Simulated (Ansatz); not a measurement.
**CH₇BGaNSe: a ladder of functionals and wavefunction methods**

One table from this session's results is given with a row withheld; the runs are named, their logs left out.

Method: functionals in def2-TZVPP, the program's frozen cores in correlated methods; program: Ansatz 0.2.0, Gaussian basis.

The runs, in order: LDA (SPW92), PBE-D4, revPBE-D4, BLYP-D4, r2SCAN-D4, B97M-V, PBE0-D4, B3LYP-D4, r2SCANh-D4, r2SCAN0-D4, HSE06-D4, BHLYP-D4, CAM-B3LYP-D4, LC-ωPBE, ωB97X-V, ωB97M-V, B2PLYP, PBE-QIDH; CCSD(T)/def2-SVP; CCSD(T)/def2-TZVPP; MP2/def2-QZVPP; extrapolation to the limit; RPA on PBE.

### The geometry

An earlier PBE0-D4 in a triple-zeta def2 set relaxation fixed the geometry.

SMILES `C[Se][B](N)[GaH2]`, 12 atoms, charge 0, spin multiplicity 1.

Atoms are counted from 1 here; the program's logs count them from 0.

Bond lengths: C1–Se2 1.950 Å, C1–H6 1.087 Å, C1–H7 1.087 Å, C1–H8 1.089 Å, Se2–B3 1.950 Å, B3–N4 1.398 Å, B3–Ga5 2.102 Å, N4–H9 1.006 Å, N4–H10 1.009 Å, Ga5–H11 1.576 Å, Ga5–H12 1.587 Å. Angles: Se2–C1–H6 110.5°, Se2–C1–H7 110.5°, Se2–C1–H8 106.3°, H6–C1–H7 110.3°, H6–C1–H8 109.6°, H7–C1–H8 109.6°, C1–Se2–B3 102.0°, Se2–B3–N4 117.4°, Se2–B3–Ga5 125.6°, N4–B3–Ga5 117.0°, B3–N4–H9 122.2°, B3–N4–H10 124.5°, H9–N4–H10 113.3°, B3–Ga5–H11 126.7°, B3–Ga5–H12 117.9°, H11–Ga5–H12 115.4°.

Set-up of the first run:

The input, in.yaml:

```yaml
crystal:
  periodic: [false, false, false]
  atoms:
    - {symbol: C, position_ang: [-1.734221, -0.852318, 1.139512]}
    - {symbol: Se, position_ang: [-0.055298, -0.110687, 1.797017]}
    - {symbol: B, position_ang: [0.846972, 0.383449, 0.140273]}
    - {symbol: N, position_ang: [2.114363, 0.962647, 0.247443]}
    - {symbol: Ga, position_ang: [0.077821, 0.120122, -1.798523]}
    - {symbol: H, position_ang: [-2.292637, -0.099492, 0.588932]}
    - {symbol: H, position_ang: [-1.546639, -1.718691, 0.510261]}
    - {symbol: H, position_ang: [-2.300044, -1.155701, 2.018721]}
    - {symbol: H, position_ang: [2.644260, 1.244770, -0.559578]}
    - {symbol: H, position_ang: [2.589776, 1.140715, 1.118876]}
    - {symbol: H, position_ang: [-1.317441, -0.504458, -2.181692]}
    - {symbol: H, position_ang: [0.973088, 0.589656, -3.021241]}
basis:
  gaussian: {orbitals: def2-TZVPP}
hamiltonian: {xc: lda}
output: {orbitals: {seedname: orbitals}}
```

The run is started by

```console
$ ansatz run in.yaml --threads 2 --pin off --events-out ev --progress --plain --max-ram 22528MiB --backend cuda --devices 0, --max-vram 18GiB
```

Steps of the session up to this table: LDA; PBE-D4 (GGA); revPBE-D4 (GGA); BLYP-D4 (GGA); r2SCAN-D4 (meta-GGA); B97M-V (meta-GGA); PBE0-D4 (hybrid); B3LYP-D4 (hybrid); r2SCANh-D4 (hybrid); r2SCAN0-D4 (hybrid); HSE06-D4 (hybrid); BHLYP-D4 (hybrid); CAM-B3LYP-D4 (range-separated); LC-ωPBE (range-separated); ωB97X-V (range-separated); ωB97M-V (range-separated); B2PLYP (double hybrid); PBE-QIDH (double hybrid).

One of the session's tables, all rows but one given; the rest of the session is left out.

It belongs to the step «Frontier levels by functional». 

```
  functional  HOMO (eV)  LUMO (eV)  gap (eV)
 LDA (SPW92)      -5.51      -3.03      2.48
      PBE-D4      -5.36      -2.77      2.60
   revPBE-D4      -5.31      -2.65      2.66
     BLYP-D4      -5.20      -2.68      2.52
   r2SCAN-D4      -5.60      -2.61      2.99
      B97M-V      -5.67      -2.76      2.91
     PBE0-D4          ?          ?         ?
    B3LYP-D4      -6.22      -2.25      3.97
  r2SCANh-D4      -6.00      -2.34      3.66
  r2SCAN0-D4      -6.60      -1.93      4.67
    HSE06-D4      -6.04      -2.38      3.66
    BHLYP-D4      -7.38      -1.26      6.12
CAM-B3LYP-D4      -7.68      -1.10      6.58
     LC-ωPBE      -8.99       0.04      9.03
     ωB97X-V      -8.66      -0.10      8.56
     ωB97M-V      -8.55      -0.29      8.26
```

Q: Estimate the row for PBE0-D4 from the others.

**Answer.** HOMO (eV): -6.43; LUMO (eV): -2.01; gap (eV): 4.42. In the column «HOMO (eV)» it lies between r2SCAN0-D4 (-6.60) and B3LYP-D4 (-6.22).
